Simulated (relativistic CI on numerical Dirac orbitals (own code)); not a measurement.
**Ti⁴⁺: 1s photoemission with charge transfer**

Aim: the 1s photoemission spectrum of Ti⁴⁺ in a cubic metal-ligand cluster, for 5 values of Upd.

Program: relativistic CI on numerical Dirac orbitals (own code) version 3. Level of theory: charge-transfer multiplet model of a cubic metal-ligand cluster with up to 2 ligand holes, Slater and spin-orbit integrals from Dirac-Coulomb-Breit ions, Slater integrals scaled by 0.9. These are calculated values, not measurements, unless marked.

## 1. The system

```
ion                  : Ti⁴⁺ (Ti V)
nuclear charge       : 22
electrons            : 18
d electrons          : 0
ligand holes at most : 2
parameters           : in eV; Veg, Vt2g hoppings, tenDq and tenDqL metal and ligand splittings (negative tenDq: tetrahedral), red the scaling of hopping with a core hole
temperature          : 300 K
widths               : Lorentz 1.1 eV, Gauss 0.6 eV
```

## 2. Upd = 5.9 eV

The run's settings:

```ini
cluster ion=Ti4+ d0 ligand_holes=2 slater_scale=0.9
Delta=3.3 Udd=4.8 Upd=5.9 tenDq=1.15 tenDqL=0.6 Veg=2.6 Vt2g=-1.15 red=1
spectrum xps 1s T=300 lorentz=1.1 gauss=0.6
```

Command:

```bash
> python run_levels.py task.json out
```

One command runs all members of the session, one after another, from task.json.

## 3. Upd = 4.1 eV

The run's settings:

```ini
cluster ion=Ti4+ d0 ligand_holes=2 slater_scale=0.9
Delta=3.3 Udd=4.8 Upd=4.1 tenDq=1.15 tenDqL=0.6 Veg=2.6 Vt2g=-1.15 red=1
spectrum xps 1s T=300 lorentz=1.1 gauss=0.6
```

## 4. Upd = 4.7 eV

The run's settings:

```ini
cluster ion=Ti4+ d0 ligand_holes=2 slater_scale=0.9
Delta=3.3 Udd=4.8 Upd=4.7 tenDq=1.15 tenDqL=0.6 Veg=2.6 Vt2g=-1.15 red=1
spectrum xps 1s T=300 lorentz=1.1 gauss=0.6
```

## 5. Upd = 5.3 eV

The run's settings:

```ini
cluster ion=Ti4+ d0 ligand_holes=2 slater_scale=0.9
Delta=3.3 Udd=4.8 Upd=5.3 tenDq=1.15 tenDqL=0.6 Veg=2.6 Vt2g=-1.15 red=1
spectrum xps 1s T=300 lorentz=1.1 gauss=0.6
```

## 6. Upd = 7.7 eV

The run's settings:

```ini
cluster ion=Ti4+ d0 ligand_holes=2 slater_scale=0.9
Delta=3.3 Udd=4.8 Upd=7.7 tenDq=1.15 tenDqL=0.6 Veg=2.6 Vt2g=-1.15 red=1
spectrum xps 1s T=300 lorentz=1.1 gauss=0.6
```

(Steps that only read results are left out.)

**Question.** What will these runs give? Wanted: d count; ground spin.

As calculated:

| run | d count | weight without ligand hole | ground S | up to four highest peaks (% of the highest), eV from the first main peak |
| --- | --- | --- | --- | --- |
| Upd = 5.9 eV | 0.63 | 0.46 | 0.00 | 0.0 (100), 10.8 (11) |
| Upd = 4.1 eV | 0.63 | 0.46 | 0.00 | 0.0 (100), 10.4 (7) |
| Upd = 4.7 eV | 0.63 | 0.46 | 0.00 | 0.0 (100), 10.5 (9) |
| Upd = 5.3 eV | 0.63 | 0.46 | 0.00 | 0.0 (100), 10.6 (11) |
| Upd = 7.7 eV | 0.63 | 0.46 | 0.00 | 0.0 (100), 11.7 (19) |

```
                           quantity         value
                            d count  0.63 to 0.63
ground spin (effective S from ⟨S²⟩)          0.00
```

What this shows: From Upd = 4.1 eV to Upd = 7.7 eV the ground-state d count stays at 0.63, as the core hole does not act on the ground state. In the first run the ligand-hole configurations outweigh d0 itself: the bond is strongly covalent. The cluster parameters are drawn, not fitted to a compound.
